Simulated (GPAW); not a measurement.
Runs of GPAW 26.7.0 on NaFeO3. Symmetry: Pm-3m, No. 221, cubic system. Conventional cell: a = 3.830 Å, b = 3.830 Å, c = 3.830 Å, α = 90.00°, β = 90.00°, γ = 90.00°. Fe (site symmetry m-3m) has 6 O at 1.92 Å as nearest neighbours. Na (site symmetry m-3m) is surrounded by 12 O at 2.71 Å. Around O (site symmetry 4/mmm) lie 2 Fe at 1.92 Å. The cell comes from a database or a generator and needn't be the stable form of this composition.

| cell | target pressure | gap on the mesh (eV) | pressure (GPa) | moment (μB) |
| --- | --- | --- | --- | --- |
| relaxed to 20 GPa | 20 GPa | none | 19.8 | 3.71 |
| relaxed to 30 GPa | 30 GPa | none | 30.0 | 3.62 |
| relaxed to 5 GPa | 5 GPa | none | 5.1 | (a) |
| relaxed to 10 GPa | 10 GPa | none | 9.9 | (b) |
| relaxed | - | none | -0.1 | 3.80 |
| relaxed to 2 GPa | 2 GPa | none | 1.8 | 3.78 |

Alike in all rows: task relaxation of cell and atoms; level PBEsol; potentials or basis PAW data sets generated in the run's folder for this functional, pw; spin collinear, ferromagnetic start; k mesh 5 × 5 × 5; cutoff (eV) 800; smearing fermi-dirac 0.05 eV.

**Question.** Fill in the values left out.

**Answer.** (a) 3.74; (b) 3.72.

Caveats: each step starts from the last one's moments, so a moment once lost doesn't come back; later steps reuse the first step's grids; a cell with one magnetic atom can't hold antiferromagnetic order, which such compounds often take; semilocal functionals often make such compounds metallic where correlation or magnetic order opens a gap, which also shifts bond lengths.

A gap of «none» marks a metal or a gap under the smearing width.
